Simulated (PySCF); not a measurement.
**A diatomic session: CsN+**

What are the lowest state that PBE0 finds, the bond length, vibrational wavenumber and bond energy of CsN+, and how much do these hang on the method?

Computed with PySCF 2.14.0. Level: Cs def2-TZVP with ECP46, N def2-TZVP, scalar-relativistic core potentials.

### Step 1. The job

The job is set up so:

* atoms: Cs, N
* charge: 1
* basis: Cs def2-TZVP with ECP46, N def2-TZVP
* Hamiltonian: scalar-relativistic core potentials
* basis functions: 60
* electrons treated: 15
* masses in u: 132.9054, 14.0031
* levels: PBE0, PBE, r²SCAN, TPSSh, PBEsol, BHandHLYP, HF, MP2, SCS-MP2, CCSD, CCSD(T)
* grid: 80 radial by 434 angular points
* occupations: held fixed by the projection of orbital angular momentum
* dissociation limit: Cs+ + N, each in its ground configuration
* starting distance in angstrom: 2.960
* values of 2S to try: 1, 3

Launch:

```console
$ OMP_NUM_THREADS=1 python dia.py task.json out
```

The runs that follow: First curve: PBE0; Other states along the same grid; PBE (GGA); r²SCAN; TPSSh (hybrid meta-GGA); PBEsol; BHandHLYP (global hybrid GGA); UHF (mean field); Correlated methods on the Hartree–Fock reference.

Before running it: what results should come out? Wanted: for each run, Re; ωe; De; μ.

**Answer**, as computed:

Lowest PBE0 solution found, without spin–orbit coupling: ⁴Σ⁻ (quartet), unpaired electrons σ ↑, π ↑↑. State 2 has its PBE0 minimum 1.13 eV higher, as a spin-mixed determinant (⟨S²⟩ = 1.76), so this is no gap between pure states. State 3 has its PBE0 minimum 1.14 eV higher, as a spin-mixed determinant (⟨S²⟩ = 1.76), so this is no gap between pure states. The other levels ran on the lowest alone.

```csv
level,Re (Å),ωe (cm⁻¹),De (eV),μ (D)
UHF,3.882,41.2,0.024,-1.46
UHF-MP2,3.654,59.5,0.044,n/a
UHF-SCS-MP2,3.693,56.4,0.040,n/a
UHF-CCSD,3.681,57.7,0.042,n/a
UHF-CCSD(T),3.665,58.9,0.044,n/a
PBE,3.583,61.7,0.055,-1.18
PBEsol,3.475,66.0,0.058,-1.11
r²SCAN,3.576,61.2,0.045,-1.21
TPSSh,3.711,50.1,0.040,-1.30
PBE0,3.606,57.9,0.045,-1.24
BHandHLYP,3.613,57.2,0.035,-1.27
```

De is counted to Cs+ + N in their ground configurations. A positive dipole points from Cs to N; in an ion it is taken about the centre of mass and does not tell which atom is negative.

**Reading.** Bond lengths run from 3.475 Å (PBEsol) to 3.882 Å (UHF). CCSD(T) can't serve as the judge here: for a weak bond in this basis it is far from its limit. Of the levels with a De here, UHF gives the least (0.024 eV) and PBEsol the most (0.058 eV).

Correlated steps freeze 1 core orbital. Spin–orbit coupling is left out, which matters for elements this heavy, above all for dissociation energies. The bond is weak, and basis-set superposition, which was not computed, may be a sizeable part of it. With spin–orbit coupling the term label itself may not hold.
